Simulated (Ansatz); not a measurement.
# H2OSTe (SMILES SO[TeH]): single points off equilibrium

The task here is to estimate one member of a computed series from the others.

The runs use Ansatz 0.2.0, Gaussian basis; single points in def2-TZVPP.

Correlated methods freeze the cores. Filled d shells of the heavier atoms are correlated. Core potentials replace the inner electrons past krypton, and spin-orbit coupling is left out.

1 further run of the same task is left out (it didn't finish).

### Starting geometry

SMILES `SO[TeH]`, 5 atoms, charge 0, spin multiplicity 1.

Atoms are counted from 1 here; the program's logs count them from 0.

Bond lengths: S1–O2 1.640 Å, S1–H4 1.362 Å, O2–Te3 2.063 Å, Te3–H5 1.606 Å. Angles: O2–S1–H4 98.8°, S1–O2–Te3 124.0°, O2–Te3–H5 92.1°.

Geometry (Å):

```xyz
5
charge 0, multiplicity 1
S    -1.3417   -0.9865   -0.0673
O    -0.3885   -0.0541    0.8874
Te    1.6674    0.0240    0.7390
H    -1.5175   -0.1165   -1.0998
H     1.6001    1.0956   -0.4559
```

The first run:

The input, run/in.yaml:

```yaml
crystal:
  periodic: [false, false, false]
  atoms:
    - {symbol: S, position_ang: [-1.341671, -0.986528, -0.067264]}
    - {symbol: O, position_ang: [-0.388463, -0.054106, 0.887360]}
    - {symbol: Te, position_ang: [1.667430, 0.024023, 0.739032]}
    - {symbol: H, position_ang: [-1.517454, -0.116535, -1.099771]}
    - {symbol: H, position_ang: [1.600057, 1.095592, -0.455856]}
basis:
  gaussian: {orbitals: def2-TZVPP}
hamiltonian: {xc: pbe, dispersion: d4}
output: {forces: true}
```

Launch:

```console
$ ansatz run in.yaml --threads 2 --pin off --events-out ev --progress --plain --max-ram 3481MiB
```

Among the steps run: PBE-D4/def2-TZVPP; r2SCAN-D4/def2-TZVPP; PBE0-D4/def2-TZVPP; wB97M-V/def2-TZVPP; CCSD(T)/def2-TZVPP.

One table of the session follows, with a row left open; its other results are not shown here.

| method | RMS force component (eV/Å) | angle to CCSD(T) forces (°) | dipole (D) |
| --- | --- | --- | --- |
| PBE-D4 | 0.504 | 45.2 | 1.56 |
| r2SCAN-D4 | 0.432 | 30.3 | 1.69 |
| PBE0-D4 | ? | ? | ? |
| wB97M-V | 0.564 | 13.2 | 2.12 |
| CCSD(T) | 0.546 | reference | 1.95 |

Q: Estimate the row for PBE0-D4 from the others.

The run gave: RMS force component (eV/Å): 0.496; angle to CCSD(T) forces (°): 26.7; dipole (D): 1.89. In the column «RMS force component (eV/Å)» it lies between r2SCAN-D4 (0.432) and PBE-D4 (0.504).
